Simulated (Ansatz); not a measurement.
# C2H9GeN: a ladder of functionals and wavefunction methods

One table from this session's results is given with a row withheld; the runs are named, their logs left out.

The runs use Ansatz 0.2.0, Gaussian basis; functionals in def2-TZVPP, the program's frozen cores in correlated methods.

Levels to be run: LDA (SPW92), PBE-D4, revPBE-D4, BLYP-D4, r2SCAN-D4, B97M-V, PBE0-D4, B3LYP-D4, r2SCANh-D4, r2SCAN0-D4, HSE06-D4, BHLYP-D4, CAM-B3LYP-D4, LC-ωPBE, ωB97X-V, ωB97M-V, B2PLYP, PBE-QIDH; CCSD(T)/def2-SVP; CCSD(T)/def2-TZVPP; MP2/def2-QZVPP; extrapolation to the limit; RPA on PBE.

**The geometry**

All runs share one geometry, relaxed beforehand with PBE0-D4 in a triple-zeta def2 set.

SMILES `C[N](C)[GeH3]`, 13 atoms, charge 0, spin multiplicity 1.

Atoms are counted from 1 here; the program's logs count them from 0.

Bond lengths: C1–N2 1.443 Å, C1–H5 1.104 Å, C1–H6 1.097 Å, C1–H7 1.093 Å, N2–C3 1.443 Å, N2–Ge4 1.840 Å, C3–H8 1.097 Å, C3–H9 1.104 Å, C3–H10 1.093 Å, Ge4–H11 1.536 Å, Ge4–H12 1.536 Å, Ge4–H13 1.551 Å. Angles: N2–C1–H5 113.6°, N2–C1–H6 109.9°, N2–C1–H7 110.5°, H5–C1–H6 107.2°, H5–C1–H7 107.9°, H6–C1–H7 107.5°, C1–N2–C3 112.5°, C1–N2–Ge4 116.7°, C3–N2–Ge4 116.7°, N2–C3–H8 109.9°, N2–C3–H9 113.6°, N2–C3–H10 110.5°, H8–C3–H9 107.2°, H8–C3–H10 107.5°, H9–C3–H10 107.9°, N2–Ge4–H11 107.0°, N2–Ge4–H12 107.0°, N2–Ge4–H13 112.8° and more.

The first run:

in.yaml

```yaml
crystal:
  periodic: [false, false, false]
  atoms:
    - {symbol: C, position_ang: [-0.365172, 1.125600, -0.872481]}
    - {symbol: N, position_ang: [-0.269482, 0.183182, 0.216460]}
    - {symbol: C, position_ang: [0.799610, 0.502401, 1.132019]}
    - {symbol: Ge, position_ang: [-0.494917, -1.593566, -0.205027]}
    - {symbol: H, position_ang: [0.541521, 1.168256, -1.500051]}
    - {symbol: H, position_ang: [-0.534936, 2.135124, -0.478453]}
    - {symbol: H, position_ang: [-1.210776, 0.879349, -1.519475]}
    - {symbol: H, position_ang: [0.644830, 1.503932, 1.551773]}
    - {symbol: H, position_ang: [1.798653, 0.495620, 0.663381]}
    - {symbol: H, position_ang: [0.814312, -0.204125, 1.965618]}
    - {symbol: H, position_ang: [-1.803408, -1.704094, -1.002608]}
    - {symbol: H, position_ang: [-0.568164, -2.364779, 1.121758]}
    - {symbol: H, position_ang: [0.668429, -2.161700, -1.058212]}
basis:
  gaussian: {orbitals: def2-TZVPP}
hamiltonian: {xc: lda}
output: {orbitals: {seedname: orbitals}}
```

Command:

```console
$ ansatz run in.yaml --threads 4 --pin off --events-out ev --progress --plain --max-ram 10444MiB
```

Steps of the session up to this table: LDA; PBE-D4 (GGA); revPBE-D4 (GGA); BLYP-D4 (GGA); r2SCAN-D4 (meta-GGA); B97M-V (meta-GGA); PBE0-D4 (hybrid); B3LYP-D4 (hybrid); r2SCANh-D4 (hybrid); r2SCAN0-D4 (hybrid); HSE06-D4 (hybrid); BHLYP-D4 (hybrid); CAM-B3LYP-D4 (range-separated); LC-ωPBE (range-separated); ωB97X-V (range-separated); ωB97M-V (range-separated); B2PLYP (double hybrid); PBE-QIDH (double hybrid).

One table of the session follows, with a row left open; its other results are not shown here.

It belongs to the step «Orbital energies across the functionals». 

| functional | HOMO (eV) | LUMO (eV) | gap (eV) |
| --- | --- | --- | --- |
| LDA (SPW92) | -5.00 | -0.50 | 4.50 |
| PBE-D4 | -4.93 | -0.22 | 4.71 |
| revPBE-D4 | -4.89 | -0.07 | 4.81 |
| BLYP-D4 | -4.83 | -0.14 | 4.69 |
| r2SCAN-D4 | -5.16 | 0.18 | 5.34 |
| B97M-V | -5.36 | -0.11 | 5.25 |
| PBE0-D4 | -6.24 | 0.61 | 6.84 |
| B3LYP-D4 | -6.03 | 0.34 | 6.38 |
| r2SCANh-D4 | -5.65 | 0.46 | 6.11 |
| r2SCAN0-D4 | -6.41 | 0.85 | 7.26 |
| HSE06-D4 | -5.84 | 0.23 | 6.07 |
| BHLYP-D4 | -7.51 | 1.36 | 8.86 |
| CAM-B3LYP-D4 | ? | ? | ? |
| LC-ωPBE | -8.91 | 2.74 | 11.65 |
| ωB97X-V | -8.61 | 2.54 | 11.15 |
| ωB97M-V | -8.53 | 2.24 | 10.77 |

**Question.** Estimate the row for CAM-B3LYP-D4.

**Answer.** HOMO (eV): -7.60; LUMO (eV): 1.50; gap (eV): 9.10. In the column «HOMO (eV)» it lies between ωB97M-V (-8.53) and BHLYP-D4 (-7.51).
